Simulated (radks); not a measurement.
**Exchange and kinetic functionals tested on atomic densities: Sn³⁺, Ba, Mg²⁺, Ca²⁺, P³⁺, B⁴⁺**

The task here is to estimate one member of a computed series from the others.

The numbers are computed with radks (a radial shooting solver on a logarithmic mesh, Libxc functionals) version 1 (non-relativistic Kohn-Sham, exchange-only PBE, spin-polarised, spherical densities, point nucleus; open shells are filled with parallel spins first), except any that are marked as measured or tabulated.

## The atom as given

| Item | Value |
| --- | --- |
| species | Sn³⁺ ([Kr] 4d10 5s1), Ba ([Xe] 6s2), Mg²⁺ ([Ne]), Ca²⁺ ([Ar]), P³⁺ ([Ne] 3s2), B⁴⁺ (1s1) |

The first run:

Settings of this run:

```text
Z 50
configuration [Kr] 4d10 5s1
relativity non-relativistic
functional pbe,
spin polarised
nucleus point
```

Among the steps run: Sn³⁺, [Kr] 4d10 5s1.

One table of the session follows, with a row left open; its other results are not shown here.

It belongs to the step «Sn³⁺, [Kr] 4d10 5s1». From the orbitals of this run (lengths in bohr):

```
  level     <r>  outermost maximum (interpolated)  90 % within  nodes
  4s up  0.8488                             0.772         1.23      3
4s down  0.8482                             0.772         1.23      3
  4p up  0.8985                             0.800         1.32      2
4p down  0.8972                             0.800         1.32      2
  4d up   1.079                             0.881         1.67      1
4d down   1.072                             0.880         1.65      1
  5s up       ?                                 ?            ?      ?
5s down   2.206                              1.97         3.17      4
```

Estimate the missing values for 5s up.

As computed: <r>: 2.213; outermost maximum (interpolated): 1.98; 90 % within: 3.18; nodes: 4. In the column «<r>» it is the highest.
